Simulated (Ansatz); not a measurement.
# FH2SeSi: the cost of one run

All numbers below are computed with Ansatz 0.2.0 (UKS PBE0-D4/def2-SVP).

## Step 1: The structure to begin with

Bond lengths: F1–Si2 1.727 Å, Si2–Se3 2.256 Å, Si2–H4 1.451 Å, Se3–H5 1.523 Å. Angles: F1–Si2–Se3 108.5°, F1–Si2–H4 110.1°, Se3–Si2–H4 106.3°, Si2–Se3–H5 92.1°.

Coordinates:

```xyz
5

F    -0.6291   -1.5474    1.3965
Si   -0.6757   -0.2264    0.2848
Se    1.3781    0.7035    0.1933
H    -0.9622   -0.7114   -1.0524
H     0.9388    1.7080   -0.8636
```

## Step 2: Relaxing end A

input.yaml

```yaml
crystal:
  periodic: [false, false, false]
  atoms:
    - { symbol: F, position_ang: [-0.6291, -1.5474, 1.3965] }
    - { symbol: Si, position_ang: [-0.6757, -0.2264, 0.2848] }
    - { symbol: Se, position_ang: [1.3781, 0.7035, 0.1933] }
    - { symbol: H, position_ang: [-0.9622, -0.7114, -1.0524] }
    - { symbol: H, position_ang: [0.9388, 1.708, -0.8636] }
magnetization:
  spin_polarized: true
  initial_magnetization: 1
basis:
  gaussian: { orbitals: def2-SVP }
hamiltonian:
  xc: pbe0
  dispersion: d4
relax:
  f_tol: 0.015
  max_steps: 40
output:
  orbitals: {}
```

On the command line:

```sh
$ ansatz run input.yaml --threads 2 --pin off --max-ram 3072MiB --backend cpu --events-out ev --progress --plain --runs-dir out
```

Q: Estimate wall time and peak memory on 2 threads of Arm Neoverse V2, shared host.

About 21 s, with a peak of 0.2 GiB.
